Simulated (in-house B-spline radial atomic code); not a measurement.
# Se: binding energies from hole states

Aim: the cost of two holes at once in Se, against the sum of the two single holes.

The numbers are computed with in-house B-spline radial atomic code version 1 (Dirac-Hartree-Fock, average of configuration, Fermi nucleus, basis-set limit), except any that are marked as measured or tabulated.

**1. The atom as given**

- element: selenium (Z = 34)
- charge: 0
- electrons: 34
- configuration: [Ar] 3d10 4s2 4p4
- Hamiltonian: Dirac-Coulomb
- nucleus: Fermi, rms radius 4.140 fm

The outer shells:

[Ar] 3d10 4s2 4p4
```
[Ar] core
3d [↑↓][↑↓][↑↓][↑↓][↑↓]
4s [↑↓]
4p [↑↓][↑ ][↑ ]
```

The boxes draw the filling by Hund's rule, which heavy ions in jj coupling don't follow; these runs average over all states of the configuration.

Settings, as recorded:

```ini
Z = 34
electrons = 34.0
configuration = [Ar] 3d10 4s2 4p4
hamiltonian = dirac
method = hf
spin_polarised = False
nucleus = fermi
rms_radius = 4.14
mass_number = 80
atomic_mass = 79.916521761
speed_of_light = 137.035999084
```

This reference run was done before. Its total energy is -2428.588510 hartree, and its levels are (the highest eight at most):

| orbital | occupation | energy (eV) | <r> (bohr) |
| --- | --- | --- | --- |
| 3s1/2 | 2 | -250.95 | 0.5711 |
| 3p1/2 | 2 | -187.26 | 0.5812 |
| 3p3/2 | 4 | -181.04 | 0.5910 |
| 3d3/2 | 4 | -71.303 | 0.6223 |
| 3d5/2 | 6 | -70.334 | 0.6265 |
| 4s1/2 | 2 | -23.477 | 1.837 |
| 4p1/2 | 1.33333 | -10.926 | 2.272 |
| 4p3/2 | 2.66667 | -10.516 | 2.317 |

Single holes known from earlier runs (ΔSCF): 1s 12692.0 eV, 2s 1670.12 eV, 2p1/2 1486.62 eV, 2p3/2 1444.86 eV, 3p1/2 178.76 eV, 3d3/2 62.915 eV, 3d5/2 62.028 eV, 4p 9.908 eV.

**2. The 2p3/2 and 4p holes**

In configurations, a minus sign after the shell means j = l − 1/2 and a plus sign j = l + 1/2; the count of electrons follows.

The settings differ from step 1 so:

```diff
@@ -1,4 +1,4 @@
 Z = 34
-electrons = 34.0
-configuration = [Ar] 3d10 4s2 4p4
+electrons = 32.0
+configuration = 1s2 2s2 2p-2 2p+3 3s2 3p6 3d10 4s2 4p3
 hamiltonian = dirac
```

The program writes no log. Results of the run, from its result record (rounded, main fields):

```text
{
  "status": "converged",
  "iterations": 10,
  "energy [hartree]": {"total": -2374.69359521, "kinetic": 2434.1983709, "nuclear": -5695.72754957, "coulomb": 966.51557755, "exact_exchange": -79.6799940862},
  "breit [hartree]": {"gaunt": 1.224358, "retardation": -0.1116897, "frequency_dependence": -0.004313808},
  "qed [hartree]": {"self_energy": 0.867313, "uehling": -0.08632369, "wichmann_kroll": 0.0008776662},
  "recoil [hartree]": 0.01224095,
  "total_with_corrections [hartree]": -2372.79113231,
  "orbitals [hartree, bohr; first row names the columns]": [
    ["name", "occ", "eps", "<r>"],
    ["1s1/2", 2.0, -473.23672, 0.044025],
    ["2s1/2", 2.0, -65.253188, 0.19349],
    ["2p1/2", 2.0, -59.195892, 0.16649],
    ["2p3/2", 3.0, -57.672977, 0.17163],
    ["3s1/2", 2.0, -10.76761, 0.55834],
    ["3p1/2", 2.0, -8.455888, 0.56297],
    ["3p3/2", 4.0, -8.1807694, 0.57227],
    ["3d3/2", 4.0, -4.1550867, 0.57981],
    ["3d5/2", 6.0, -4.0841185, 0.58599],
    ["4s1/2", 2.0, -1.746789, 1.6388],
    ["4p1/2", 1.0, -1.2427417, 1.8636],
    ["4p3/2", 2.0, -1.2180143, 1.8928]
  ],
  "sum_r [bohr^k]": {"-1": 167.5219, "1": 20.61678, "2": 25.66938},
  "energy_minus_base [hartree]": 53.8949147,
  "energy_minus_base_with_corrections [hartree]": 53.8382577
}
```

Run time: 1.3 s. Hardware: 1 thread, shared host.

energy_minus_base is the energy less that of the reference run.

Radial density 4πr²n(r) and radial functions P(r) = rR(r):

| r (bohr) | 4πr²n | 2p3/2 | 4p3/2 |
| --- | --- | --- | --- |
| 0.00351 | 3.856 | 0.0134 | 0.0016 |
| 0.00522 | 7.406 | 0.0287 | 0.0034 |
| 0.00777 | 13.46 | 0.0605 | 0.0072 |
| 0.0116 | 22.58 | 0.1257 | 0.0150 |
| 0.0172 | 33.21 | 0.2503 | 0.0298 |
| 0.0256 | 41.11 | 0.4798 | 0.0568 |
| 0.0380 | 40.49 | 0.8586 | 0.1006 |
| 0.0565 | 33.63 | 1.4027 | 0.1601 |
| 0.0841 | 34.63 | 2.0030 | 0.2133 |
| 0.125 | 44.42 | 2.3514 | 0.2033 |
| 0.186 | 38.66 | 2.0909 | 0.0592 |
| 0.277 | 26.67 | 1.2533 | -0.2030 |
| 0.411 | 33.93 | 0.4469 | -0.3693 |
| 0.612 | 27.43 | 0.0883 | -0.1791 |
| 0.910 | 9.470 | 0.0154 | 0.3296 |
| 1.35 | 4.328 | 0.0040 | 0.7590 |
| 2.01 | 2.591 | 0.0014 | 0.7384 |
| 2.99 | 0.5308 | 0.0006 | 0.3723 |
| 4.45 | 0.02296 | 0.0001 | 0.0842 |
| 6.62 | 0.0001105 | 0.0000 | 0.0062 |

On the record's full grid the radial density has clear maxima near r = 0.031, 0.12, 0.50 bohr.

X-ray form factor of the spherical density:

| sinθ/λ (1/Å) | f (electrons) |
| --- | --- |
| 0 | 32.000 |
| 0.1 | 30.275 |
| 0.2 | 26.563 |
| 0.3 | 22.920 |
| 0.4 | 19.901 |
| 0.6 | 14.927 |
| 0.8 | 11.007 |
| 1 | 8.350 |
| 1.4 | 5.854 |
| 1.8 | 4.835 |
| 2.5 | 3.475 |
| 4 | 1.694 |
| 6 | 1.102 |

**3. The 2s and 3d5/2 holes**

The settings differ from step 2 so:

```diff
@@ -2,3 +2,3 @@
 electrons = 32.0
-configuration = 1s2 2s2 2p-2 2p+3 3s2 3p6 3d10 4s2 4p3
+configuration = 1s2 2s1 2p6 3s2 3p6 3d-4 3d+5 4s2 4p4
 hamiltonian = dirac
```

Result record:

```text
{
  "status": "converged",
  "iterations": 10,
  "energy [hartree]": {"total": -2363.86439412, "kinetic": 2419.79761345, "nuclear": -5659.84206616, "coulomb": 953.886314944, "exact_exchange": -77.7062563506},
  "breit [hartree]": {"gaunt": 1.242751, "retardation": -0.1204952, "frequency_dependence": -0.005653614},
  "qed [hartree]": {"self_energy": 0.8274252, "uehling": -0.08234751, "wichmann_kroll": 0.0008374806},
  "recoil [hartree]": 0.01169435,
  "total_with_corrections [hartree]": -2361.99018187,
  "orbitals [hartree, bohr; first row names the columns]": [
    ["name", "occ", "eps", "<r>"],
    ["1s1/2", 2.0, -473.17027, 0.044068],
    ["2s1/2", 1.0, -66.189141, 0.19475],
    ["2p1/2", 2.0, -59.314264, 0.16693],
    ["2p3/2", 4.0, -57.700987, 0.17053],
    ["3s1/2", 2.0, -11.206447, 0.55418],
    ["3p1/2", 2.0, -8.9489334, 0.55735],
    ["3p3/2", 4.0, -8.6316009, 0.56682],
    ["3d3/2", 4.0, -4.6750222, 0.56498],
    ["3d5/2", 5.0, -4.6206157, 0.56864],
    ["4s1/2", 2.0, -1.9033977, 1.5801],
    ["4p1/2", 1.3333, -1.3378692, 1.7769],
    ["4p3/2", 2.6667, -1.3092103, 1.8045]
  ],
  "sum_r [bohr^k]": {"-1": 166.4664, "1": 21.23398, "2": 27.0832},
  "energy_minus_base [hartree]": 64.7241158,
  "energy_minus_base_with_corrections [hartree]": 64.6392081
}
```

Wall time 1.3 s (1 thread, shared host).

**4. The 2s and 2p1/2 holes**

The settings differ from step 3 so:

```diff
@@ -2,3 +2,3 @@
 electrons = 32.0
-configuration = 1s2 2s1 2p6 3s2 3p6 3d-4 3d+5 4s2 4p4
+configuration = 1s2 2s1 2p-1 2p+4 3s2 3p6 3d10 4s2 4p4
 hamiltonian = dirac
```

Result record:

```text
{
  "status": "converged",
  "iterations": 10,
  "energy [hartree]": {"total": -2310.07965707, "kinetic": 2362.78957331, "nuclear": -5526.64453548, "coulomb": 927.346801433, "exact_exchange": -73.5714963328},
  "breit [hartree]": {"gaunt": 1.140195, "retardation": -0.1091149, "frequency_dependence": -0.005682598},
  "qed [hartree]": {"self_energy": 0.8306858, "uehling": -0.08249996, "wichmann_kroll": 0.0008389405},
  "recoil [hartree]": 0.0117539,
  "total_with_corrections [hartree]": -2308.29348111,
  "orbitals [hartree, bohr; first row names the columns]": [
    ["name", "occ", "eps", "<r>"],
    ["1s1/2", 2.0, -476.80635, 0.044023],
    ["2s1/2", 1.0, -67.637412, 0.19323],
    ["2p1/2", 1.0, -61.603899, 0.16656],
    ["2p3/2", 4.0, -59.739939, 0.16849],
    ["3s1/2", 2.0, -11.439872, 0.54701],
    ["3p1/2", 2.0, -9.1227257, 0.54829],
    ["3p3/2", 4.0, -8.9366789, 0.55594],
    ["3d3/2", 4.0, -4.8379992, 0.55083],
    ["3d5/2", 6.0, -4.851231, 0.55021],
    ["4s1/2", 2.0, -1.9167674, 1.5684],
    ["4p1/2", 1.3333, -1.3457168, 1.7662],
    ["4p3/2", 2.6667, -1.3243038, 1.7845]
  ],
  "sum_r [bohr^k]": {"-1": 162.5489, "1": 21.291, "2": 26.76117},
  "energy_minus_base [hartree]": 118.508853,
  "energy_minus_base_with_corrections [hartree]": 118.335909
}
```

Run time: 1.3 s. Hardware: 1 thread, shared host.

**5. The 3d3/2 and 4p holes**

The settings differ from step 4 so:

```diff
@@ -2,3 +2,3 @@
 electrons = 32.0
-configuration = 1s2 2s1 2p-1 2p+4 3s2 3p6 3d10 4s2 4p4
+configuration = 1s2 2s2 2p6 3s2 3p6 3d-3 3d+6 4s2 4p3
 hamiltonian = dirac
```

Result record:

```text
{
  "status": "converged",
  "iterations": 10,
  "energy [hartree]": {"total": -2425.4866627, "kinetic": 2484.81197176, "nuclear": -5820.06697419, "coulomb": 993.819733432, "exact_exchange": -84.051393706},
  "breit [hartree]": {"gaunt": 1.293012, "retardation": -0.1224419, "frequency_dependence": -0.005358985},
  "qed [hartree]": {"self_energy": 0.8669311, "uehling": -0.08607245, "wichmann_kroll": 0.0008751741},
  "recoil [hartree]": 0.01220986,
  "total_with_corrections [hartree]": -2423.52750814,
  "orbitals [hartree, bohr; first row names the columns]": [
    ["name", "occ", "eps", "<r>"],
    ["1s1/2", 2.0, -469.78981, 0.044064],
    ["2s1/2", 2.0, -63.836601, 0.19499],
    ["2p1/2", 2.0, -57.145963, 0.1684],
    ["2p3/2", 4.0, -55.637437, 0.17225],
    ["3s1/2", 2.0, -10.538622, 0.5659],
    ["3p1/2", 2.0, -8.1074828, 0.57475],
    ["3p3/2", 4.0, -7.9735152, 0.58344],
    ["3d3/2", 3.0, -3.9381459, 0.60098],
    ["3d5/2", 6.0, -3.9181468, 0.60412],
    ["4s1/2", 2.0, -1.734614, 1.6511],
    ["4p1/2", 1.0, -1.2268805, 1.8868],
    ["4p3/2", 2.0, -1.2090626, 1.9086]
  ],
  "sum_r [bohr^k]": {"-1": 171.1789, "1": 20.55297, "2": 25.97472},
  "energy_minus_base [hartree]": 3.10184718,
  "energy_minus_base_with_corrections [hartree]": 3.10188187
}
```

It took 1.3 s on 1 thread, shared host.

**6. The 1s and 2p1/2 holes**

The settings differ from step 5 so:

```diff
@@ -2,3 +2,3 @@
 electrons = 32.0
-configuration = 1s2 2s2 2p6 3s2 3p6 3d-3 3d+6 4s2 4p3
+configuration = 1s1 2s2 2p-1 2p+4 3s2 3p6 3d10 4s2 4p4
 hamiltonian = dirac
```

Result record:

```text
{
  "status": "converged",
  "iterations": 10,
  "energy [hartree]": {"total": -1902.86146901, "kinetic": 1943.46284578, "nuclear": -4674.20698557, "coulomb": 887.078666574, "exact_exchange": -59.1959957974},
  "breit [hartree]": {"gaunt": 0.502853, "retardation": -0.06970862, "frequency_dependence": -0.003068211},
  "qed [hartree]": {"self_energy": 0.5060073, "uehling": -0.04924652, "wichmann_kroll": 0.0005006525},
  "recoil [hartree]": 0.01017168,
  "total_with_corrections [hartree]": -1901.96395968,
  "orbitals [hartree, bohr; first row names the columns]": [
    ["name", "occ", "eps", "<r>"],
    ["1s1/2", 1.0, -490.76173, 0.04379],
    ["2s1/2", 2.0, -68.765149, 0.18957],
    ["2p1/2", 1.0, -63.865571, 0.16315],
    ["2p3/2", 4.0, -61.862434, 0.16524],
    ["3s1/2", 2.0, -11.608162, 0.54215],
    ["3p1/2", 2.0, -9.2893951, 0.5412],
    ["3p3/2", 4.0, -9.0882614, 0.5491],
    ["3d3/2", 4.0, -4.7935952, 0.54949],
    ["3d5/2", 6.0, -4.8039141, 0.54905],
    ["4s1/2", 2.0, -1.9306122, 1.5572],
    ["4p1/2", 1.3333, -1.3562127, 1.7515],
    ["4p3/2", 2.6667, -1.3334734, 1.7708]
  ],
  "sum_r [bohr^k]": {"-1": 137.477, "1": 21.2741, "2": 26.41785},
  "energy_minus_base [hartree]": 525.727041,
  "energy_minus_base_with_corrections [hartree]": 524.66543
}
```

Wall time 1.3 s (1 thread, shared host).

**7. The 2s and 3p1/2 holes**

The settings differ from step 6 so:

```diff
@@ -2,3 +2,3 @@
 electrons = 32.0
-configuration = 1s1 2s2 2p-1 2p+4 3s2 3p6 3d10 4s2 4p4
+configuration = 1s2 2s1 2p6 3s2 3p-1 3p+4 3d10 4s2 4p4
 hamiltonian = dirac
```

Result record:

```text
{
  "status": "converged",
  "iterations": 10,
  "energy [hartree]": {"total": -2359.53390854, "kinetic": 2414.84854118, "nuclear": -5650.10210884, "coulomb": 952.77799933, "exact_exchange": -77.0583402074},
  "breit [hartree]": {"gaunt": 1.230554, "retardation": -0.1191178, "frequency_dependence": -0.005673354},
  "qed [hartree]": {"self_energy": 0.8276587, "uehling": -0.0823512, "wichmann_kroll": 0.0008375021},
  "recoil [hartree]": 0.01165601,
  "total_with_corrections [hartree]": -2357.67034504,
  "orbitals [hartree, bohr; first row names the columns]": [
    ["name", "occ", "eps", "<r>"],
    ["1s1/2", 2.0, -473.39992, 0.044061],
    ["2s1/2", 1.0, -66.218083, 0.19467],
    ["2p1/2", 2.0, -59.287374, 0.1671],
    ["2p3/2", 4.0, -57.776499, 0.17049],
    ["3s1/2", 2.0, -11.123487, 0.55478],
    ["3p1/2", 1.0, -8.9921173, 0.57076],
    ["3p3/2", 4.0, -8.6851208, 0.56656],
    ["3d3/2", 4.0, -4.5610903, 0.56727],
    ["3d5/2", 6.0, -4.6328585, 0.56895],
    ["4s1/2", 2.0, -1.9043461, 1.5798],
    ["4p1/2", 1.3333, -1.336411, 1.7771],
    ["4p3/2", 2.6667, -1.3139727, 1.8003]
  ],
  "sum_r [bohr^k]": {"-1": 166.18, "1": 21.2583, "2": 27.14774},
  "energy_minus_base [hartree]": 69.0546013,
  "energy_minus_base_with_corrections [hartree]": 68.959045
}
```

Wall time 1.3 s (1 thread, shared host).

**8. What the holes cost**

| two holes | ΔSCF (eV) | less the two single holes (eV) |
| --- | --- | --- |
| 2p3/2 and 4p | 1466.56 | 11.78 |
| 2s and 3d5/2 | 1761.23 | 29.08 |
| 2s and 2p1/2 | 3224.79 | 68.04 |
| 3d3/2 and 4p | 84.406 | 11.58 |
| 1s and 2p1/2 | 14305.8 | 127.14 |
| 2s and 3p1/2 | 1879.07 | 30.19 |

Two holes cost more than the sum of each, because the second electron leaves a more charged ion. The excess runs from 11.6 eV (3d3/2 and 4p) to 127.1 eV (1s and 2p1/2); it tends to be largest where both holes are compact. Two partly filled shells share a symmetry and can mix in the average, which may lower the energy, in these hole states: 2p3/2 and 4p; 2s and 2p1/2; 1s and 2p1/2; 2s and 3p1/2; 2p1/2; 2p3/2; 3p1/2. Values are for the free atom, measured from the vacuum level.
